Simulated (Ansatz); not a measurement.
# GeH₄S (SMILES [SH][GeH3]): one structure at several levels

One table from this session's results is given with a row withheld; the runs are named, their logs left out.

Program: Ansatz 0.2.0, Gaussian basis. Level of theory: single points in def2-TZVPP. These are calculated values, not measurements.

Correlated methods freeze the cores. Filled d shells of the heavier atoms are correlated.

### The starting structure

SMILES `[SH][GeH3]`, 6 atoms, charge 0, spin multiplicity 1.

Atoms are counted from 1 here; the program's logs count them from 0.

Bond lengths: S1–Ge2 2.211 Å, S1–H3 1.354 Å, Ge2–H4 1.443 Å, Ge2–H5 1.560 Å, Ge2–H6 1.471 Å. Angles: Ge2–S1–H3 94.4°, S1–Ge2–H4 108.7°, S1–Ge2–H5 110.9°, S1–Ge2–H6 104.1°, H4–Ge2–H5 107.6°, H4–Ge2–H6 112.2°, H5–Ge2–H6 113.3°.

Geometry (Å):

```tsv
atom	x (Å)	y (Å)	z (Å)
S1	0.8204	-1.0723	1.0111
Ge2	-0.2080	0.5279	-0.1161
H3	0.5653	-2.0306	0.0890
H4	-1.5954	0.1645	-0.2720
H5	0.4026	0.6836	-1.5433
H6	-0.0364	1.7235	0.7237
```

The first run:

Contents of run/in.yaml:

```yaml
crystal:
  periodic: [false, false, false]
  atoms:
    - {symbol: S, position_ang: [0.820400, -1.072300, 1.011100]}
    - {symbol: Ge, position_ang: [-0.208000, 0.527900, -0.116100]}
    - {symbol: H, position_ang: [0.565300, -2.030600, 0.089000]}
    - {symbol: H, position_ang: [-1.595400, 0.164500, -0.272000]}
    - {symbol: H, position_ang: [0.402600, 0.683600, -1.543300]}
    - {symbol: H, position_ang: [-0.036400, 1.723500, 0.723700]}
basis:
  gaussian: {orbitals: def2-TZVPP}
correlation: {method: ccsd_t}
output: {forces: true}
```

No record of the launch command was kept for these runs.

Steps of the session up to this table: CCSD(T)/def2-TZVPP; PBE0-D4/def2-TZVPP; wB97M-V/def2-TZVPP; r2SCAN-D4/def2-TZVPP; PBE-D4/def2-TZVPP; r2SCANh-D4/def2-TZVPP; HSE06-D4/def2-TZVPP.

One table of the session follows, with a row left open; its other results are not shown here.

| method | RMS force component (eV/Å) | angle to CCSD(T) forces (°) | dipole (D) |
| --- | --- | --- | --- |
| CCSD(T) | 0.688 | reference | 1.29 |
| PBE0-D4 | 0.718 | 5.0 | 1.33 |
| wB97M-V | 0.692 | 1.7 | 1.32 |
| r2SCAN-D4 | 0.688 | 3.8 | 1.32 |
| PBE-D4 | 0.739 | 12.6 | 1.24 |
| r2SCANh-D4 | ? | ? | ? |
| HSE06-D4 | 0.719 | 5.1 | 1.32 |

Estimate the missing values for r2SCANh-D4.

The run gave: RMS force component (eV/Å): 0.689; angle to CCSD(T) forces (°): 3.4; dipole (D): 1.34. In the column «RMS force component (eV/Å)» it lies between r2SCAN-D4 (0.688) and wB97M-V (0.692).
